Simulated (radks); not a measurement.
**Os⁴²⁺ in [Ar] 3d10 4p4 5s2: an all-electron calculation**

Aim: the levels, the sizes of the orbitals and the parts of the energy of the osmium ion Os42+.

The numbers are computed with radks (a radial shooting solver on a logarithmic mesh, Libxc functionals) version 1 (scalar-relativistic Kohn-Sham, exchange-only PBE, spin-polarised, spherical densities, finite nucleus; open shells are filled with parallel spins first), except any that are marked as measured or tabulated.

**1. The atom as given**

- element: osmium (Z = 76)
- charge: +42
- electrons: 34
- configuration: [Ar] 3d10 4p4 5s2
- nuclear rms radius: 5.4126 fm

Outer shells as boxes (Hund's rule):

Os⁴²⁺
```
[Ar] core
3d [↑↓][↑↓][↑↓][↑↓][↑↓]
4p [↑↓][↑ ][↑ ]
5s [↑↓]
```

**2. Self-consistent calculation**

Settings of this run:

```text
Z 76
configuration [Ar] 3d10 4p4 5s2
relativity scalar-relativistic
functional pbe,
spin polarised
nucleus finite rms 5.4126 fm
c 137.035999084
```

Command:

```sh
> python run_ks.py task.json out
```

All runs below come from this command, one after another.

Q: Predict the outcome of this run.

As calculated:

| quantity | value |
| --- | --- |
| total energy | -16028.2615 hartree |
| exchange-correlation share of it | 1.59 % |
| −T/E | 1.1156 |
| highest occupied level | 5s down, -1349.7 eV |
| most extended occupied level | 5s down, <r> = 0.649 bohr |
| radius at density 0.001 e/bohr³ | 1.32 bohr |
| maxima of the radial density | 3 |

5 principal shells are occupied and 3 maxima appear in the radial density; where shells overlap, one shows as a shoulder or not at all. Relativity lifts −T/E to 1.116. This is not the tabulated ground configuration, so its levels and sizes aren't those of the ground state, and no measured value stands beside it.
